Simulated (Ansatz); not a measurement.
# Al2O, space group Fm-3m: the spin response to a magnetic field

With Ansatz 0.2.0 through its Python package.

Interactive session:
```pycon
>>> import ansatz as az
>>> import numpy as np
>>> system = (
...     az.Lattice.of([0.0, 2.84571, 2.84571], [2.84571, 0.0, 2.84571], [2.84571, 2.84571, 0.0])
...     .atom("Al", [0.25, 0.25, 0.25])
...     .atom("Al", [0.75, 0.75, 0.75])
...     .atom("O", [0.0, 0.0, 0.0])
... )
>>> len(system.resolved().sites)
3
>>> calc = (
...     system.calculation()
...     .basis(10 * az.Ha, density_ratio=8)
...     .functional("lda")
...     .kpoints(mesh=(9, 9, 9))
...     .occupations("Fermi-Dirac", width=0.05)
...     .scf(self_checks="low")
...     .spin("collinear")
... )
>>> # the field acts on the spins alone; such large fields lift the response over the noise
>>> rows = []
>>> for tesla in [0, 250, 500]:
...     data = (calc.magnetic_field(tesla) if tesla else calc).run(threads=1, backend="cpu").report
...     rows.append((tesla, data["magnetization_mub"], data["free_energy_ev"], data["components"].get("e_zeeman", 0.0)))
...
DeckWarning: basis.ecutwfc = 272.11386245988 eV is below the records' recommended 420 eV, and the density's cutoff is lower with it unless basis.ecutrho_ratio is high enough to keep the records' density cutoff: compare with a run at a higher cutoff
RunWarning: this spin-polarised run has no starting moment large enough to seed its density, so its SCF can try parallel moments of its own, which can die out, and starts no order whose moments cancel. Behind that start scf.lower_state_search: light tries no [...]
>>> lines = [",".join(["B (T)", "moment muB", "F eV", "Zeeman term eV"])] + [",".join(f"{v:.4f}" if isinstance(v, float) else str(v) for v in row) for row in rows]
>>> print("\n".join(lines))
B (T),moment muB,F eV,Zeeman term eV
0,0.0000,-1577.1052,0.0000
250,0.2418,-1577.1073,-0.0035
500,0.3726,-1577.1118,-0.0108
>>> with open("zeeman.csv", "w") as handle:
...     handle.write("\n".join(lines) + "\n")
...
124
>>> slope = np.polyfit([row[0] for row in rows], [row[1] for row in rows], 1)[0]
>>> print(f"dM/dB = {1000 * slope:.4f} muB per 1000 T per cell")
dM/dB = 0.7452 muB per 1000 T per cell
```

Notes:
- These settings explore the input space; cutoff and mesh may be short of convergence.
- The cutoff lies under the one recommended for these potentials.
- The mesh is modest for a metal, so energies can be off by several to tens of meV an atom and pressures by half a GPa or more; differences at equal mesh fare better.
- This cell is a computed structure, which may not be the phase found in nature.
- Warnings are shown shortened and without file and line.
- Orbital magnetism is left out. The response of a metal hangs strongly on mesh and smearing, and a straight-line fit holds only where the moment is linear in the field.
- The whole script took 5.3 s on 1 thread of Arm Neoverse V2, on a shared host, peak memory 0.33 GiB.

(Lines on the test bed's own set-up are left out of the output.)
